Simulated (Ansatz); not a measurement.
# One shape, several levels: CH3Te (SMILES C[Te])

Wanted: a comparison of 6 runs (UCAM-B3LYP/STO-3G, UPBE/STO-3G, UMP2/STO-3G, UBCCD(T)/STO-3G, UCCSDT/STO-3G, UCCSD(T)/STO-3G) of CH3Te. 

Program for the calculation: Ansatz 0.2.0.

74 further runs of the same task are left out: 22 that didn't finish, 52 set aside as unsound or not needed.

### 1 The structure to begin with

CH3Te: 5 atoms, total charge 0, spin state doublet. As SMILES, `C[Te]`. The Te2–C1 distance was set to 5.341 Å, away from the relaxed value. At this shape a bond of the SMILES string is far longer than usual.

Bond lengths: C1–H3 1.087 Å, C1–H4 1.087 Å, C1–H5 1.091 Å. Angles: H3–C1–H4 111.4°, H3–C1–H5 109.3°, H4–C1–H5 109.3°.

### 2 A single-point energy at UCAM-B3LYP/STO-3G (run 1)

The input, run.yaml:

```yaml
crystal:
  periodic: [false, false, false]
  atoms:
    - {symbol: C, position_ang: [-3.377789, -0.472555, -0.113601]}
    - {symbol: Te, position_ang: [1.912000, 0.238200, 0.073400]}
    - {symbol: H, position_ang: [-3.630689, -1.481255, 0.203999]}
    - {symbol: H, position_ang: [-3.876389, 0.272945, 0.501299]}
    - {symbol: H, position_ang: [-3.672689, -0.336955, -1.155401]}
basis:
  gaussian:
    orbitals: STO-3G
hamiltonian:
  xc: {name: CAM-B3LYP}
accuracy: high
magnetization:
  spin_polarized: true
  initial_magnetization: 1
```

The run is started by

```console
$ ansatz run run.yaml --threads 1 --pin off --max-ram 2610MiB --events-out events.jsonl --progress --plain --runs-dir runs
```

Output:

```text
Warning: RAYON_NUM_THREADS=1 ignored (pool sized by the plan → 1); use --threads N
Functional definition: CAM-B3LYP
  name "CAM-B3LYP"
  parameter alpha = 0.19
  parameter beta = 0.46
  parameter omega = 0.33/bohr
  parameter ac = 0.81
  exchange = (1 - alpha - beta)*b88_x + beta*b88_x_sr(omega) + alpha*exact_x + beta*exact_x_lr(omega)
  correlation = (1 - ac)*vwn5_c + ac*lyp_c
412 factors; integrals over basis functions are off by at most 1.6e-8 eV
158 factors; integrals over basis functions are off by at most 1.7e-9 eV
mean field evaluation 1: about -179276.9972 eV, gradient 1.4e1 eV
mean field evaluation 2: about -179268.7312 eV, gradient 3.4e1 eV
mean field evaluation 4: about -179275.3830 eV, gradient 2.1e1 eV
mean field evaluation 8: about -179287.2926 eV, gradient 1.2e-1 eV
mean field evaluation 16: about -179287.2706 eV, gradient 9.8e-3 eV
mean field evaluation 32: about -179287.2708 eV, gradient 6.4e-4 eV
mean field evaluation 64: about -179287.6699 eV, gradient 2.6e-4 eV
mean field evaluation 96: about -179287.2708 eV, gradient 1.1e-4 eV
mean field evaluation 128: about -179287.6693 eV, gradient 1.3e-2 eV
mean field -179287.66986880 eV, -6588.7003421309 hartree, gradient 2.6e-8 eV, S^2 1.752426; 8 other end points of the search recorded, 0 dependent functions left out
reference -179287.66988695 eV, -6588.7003427981 hartree; 31, 30 occupied and 4, 5 virtual orbitals, 412 factors
Total energy: -179287.66988695 eV, -6588.7003427981 hartree
```

Wall time 66 s (1 thread of Intel Xeon Platinum 8259CL at 2.50GHz (Skylake/Cascade Lake), shared host); peak memory 0.22 GiB.

### 3 A single-point energy at UPBE/STO-3G (run 2)

The input, job.yaml:

```yaml
crystal:
  periodic: [false, false, false]
  atoms:
    - {symbol: C, position_ang: [-3.377789, -0.472555, -0.113601]}
    - {symbol: Te, position_ang: [1.912000, 0.238200, 0.073400]}
    - {symbol: H, position_ang: [-3.630689, -1.481255, 0.203999]}
    - {symbol: H, position_ang: [-3.876389, 0.272945, 0.501299]}
    - {symbol: H, position_ang: [-3.672689, -0.336955, -1.155401]}
basis:
  gaussian: {orbitals: STO-3G}
magnetization: {spin_polarized: true, initial_magnetization: 1}
accuracy: high
hamiltonian: {xc: pbe}
```

The run is started by

```console
$ ansatz run job.yaml --threads 1 --pin off --max-ram 2610MiB --events-out events.jsonl --progress --plain --runs-dir runs
```

Output:

```text
Warning: RAYON_NUM_THREADS=1 ignored (pool sized by the plan → 1); use --threads N
Functional definition: PBE
  name "PBE"
  parameter kappa = 0.804
  parameter beta = 0.06672455060314922
  exchange = pbe_x(kappa = kappa, mu = beta*pi^2/3)
  correlation = pbe_c(beta = beta)
412 factors; integrals over basis functions are off by at most 1.6e-8 eV
mean field evaluation 1: about -179253.2689 eV, gradient 1.3e1 eV
mean field evaluation 2: about -179068.3641 eV, gradient 4.2e1 eV
mean field evaluation 4: about -179249.6862 eV, gradient 2.0e1 eV
mean field evaluation 8: about -179253.6768 eV, gradient 1.1e1 eV
mean field evaluation 16: about -179263.8167 eV, gradient 7.8e-3 eV
mean field evaluation 32: about -179263.8167 eV, gradient 6.2e-7 eV
mean field evaluation 64: about -179262.1438 eV, gradient 5.0e-1 eV
mean field evaluation 96: about -179263.8167 eV, gradient 1.7e-4 eV
mean field evaluation 128: about -179263.8166 eV, gradient 5.6e-4 eV
mean field -179263.81669003 eV, -6587.8237539793 hartree, gradient 2.1e-8 eV, S^2 1.752239; 11 other end points of the search recorded, 0 dependent functions left out
reference -179263.81669265 eV, -6587.8237540759 hartree; 31, 30 occupied and 4, 5 virtual orbitals, 412 factors
Total energy: -179263.81669265 eV, -6587.8237540759 hartree
```

Run time: 48 s. Hardware: 1 thread of Intel Xeon Platinum 8259CL at 2.50GHz (Skylake/Cascade Lake), shared host; peak memory 0.16 GiB.

Runs 3 to 4 aren't shown in full; the table further down has their settings and results.

### 4 A single-point energy at UCCSDT/STO-3G (run 5)

The input, input.yaml:

```yaml
crystal:
  periodic: [false, false, false]
  atoms:
    - symbol: C
      position_ang: [-3.377789, -0.472555, -0.113601]
    - symbol: Te
      position_ang: [1.912000, 0.238200, 0.073400]
    - symbol: H
      position_ang: [-3.630689, -1.481255, 0.203999]
    - symbol: H
      position_ang: [-3.876389, 0.272945, 0.501299]
    - symbol: H
      position_ang: [-3.672689, -0.336955, -1.155401]
basis:
  gaussian: {orbitals: STO-3G}
correlation: {method: ccsdt, frozen_orbitals: {C: 1, H: 0, Te: 18}}
scf: {omitted_lower_state_checks: [cluster_reference, increment]}
accuracy: high
magnetization: {spin_polarized: true, initial_magnetization: 1}
```

The run is started by

```console
$ ansatz run input.yaml --threads 1 --pin off --max-ram 2610MiB --events-out events.jsonl --progress --plain --runs-dir runs
```

Output:

```text
Warning: RAYON_NUM_THREADS=1 ignored (pool sized by the plan → 1); use --threads N
[... 30 lines left out ...]
19 core orbitals not correlated: weight in the atoms' cores, before any rotation towards them, 1.000 or more for the frozen orbitals, at most 0.000 for the correlated occupied ones
[... 65 lines left out ...]
Total energy: -179221.03632007 eV, -6586.2516043812 hartree
Checks for a lower state left out: cluster_reference, increment
```

Run time: 29 s. Hardware: 1 thread of Intel Xeon Platinum 8259CL at 2.50GHz (Skylake/Cascade Lake), shared host; peak memory 0.16 GiB.

### 5 A single-point energy at UCCSD(T)/STO-3G (run 6)

The input, in.yaml:

```yaml
crystal:
  periodic: [false, false, false]
  atoms:
    - {symbol: C, position_ang: [-3.377789, -0.472555, -0.113601]}
    - {symbol: Te, position_ang: [1.912000, 0.238200, 0.073400]}
    - {symbol: H, position_ang: [-3.630689, -1.481255, 0.203999]}
    - {symbol: H, position_ang: [-3.876389, 0.272945, 0.501299]}
    - {symbol: H, position_ang: [-3.672689, -0.336955, -1.155401]}
basis:
  gaussian:
    orbitals: STO-3G
magnetization:
  spin_polarized: true
  initial_magnetization: 1
correlation:
  method: ccsd_t
  frozen_orbitals: {C: 1, H: 0, Te: 18}
accuracy: high
scf:
  omitted_lower_state_checks: [cluster_reference, increment]
```

The run is started by

```console
$ ansatz run in.yaml --threads 1 --pin off --max-ram 2610MiB --events-out events.jsonl --progress --plain --runs-dir runs
```

Output:

```text
Warning: RAYON_NUM_THREADS=1 ignored (pool sized by the plan → 1); use --threads N
[... 30 lines left out ...]
19 core orbitals not correlated: weight in the atoms' cores, before any rotation towards them, 1.000 or more for the frozen orbitals, at most 0.000 for the correlated occupied ones
[... 43 lines left out ...]
Total energy: -179221.03424103 eV, -6586.2515279776 hartree
Checks for a lower state left out: cluster_reference, increment
```

Wall time 25 s (1 thread of Intel Xeon Platinum 8259CL at 2.50GHz (Skylake/Cascade Lake), shared host); peak memory 0.15 GiB.

### 6 All runs side by side

```
run              level  frozen core orbitals   energy (Eh)   ⟨S²⟩  wall time
  1  UCAM-B3LYP/STO-3G                     –  -6588.700343  1.752       66 s
  2        UPBE/STO-3G                     –  -6587.823754  1.752       48 s
  3        UMP2/STO-3G                    19  -6586.232227  1.759       25 s
  4    UBCCD(T)/STO-3G                    19  -6586.251530  1.759       23 s
  5      UCCSDT/STO-3G                    19  -6586.251604  1.759       29 s
  6    UCCSD(T)/STO-3G                    19  -6586.251528  1.759       25 s
```

### 7 Results

| quantity | value |
| --- | --- |
| run 6: total energy | -6586.25153 Eh |
| run 6: correlation energy (19 core orbitals frozen) | -58.7 mEh |
| run 6: (T) correction | -0.14 mEh |
| run 6: ⟨S²⟩ of the reference determinant | 1.759 |
| run 6: T1 diagnostic | 0.002 |

What this shows: Totals of different functionals can't be ranked against each other. In runs 1, 2, 3, 4, 5, 6 the basis is minimal, so the values are rough. In runs 1, 2, 3, 4, 5, 6 relativity is left out where basis or elements ask for it. Spin contamination of the reference: run 3 ⟨S²⟩ = 1.76, run 4 ⟨S²⟩ = 1.76, run 5 ⟨S²⟩ = 1.76, run 6 ⟨S²⟩ = 1.76, run 1 ⟨S²⟩ = 1.75, run 2 ⟨S²⟩ = 1.75. Where it is this large, the reference is a mixture of spin states, and values that rest on it are in doubt. All runs together took 3.6 min, the longest 66 s.
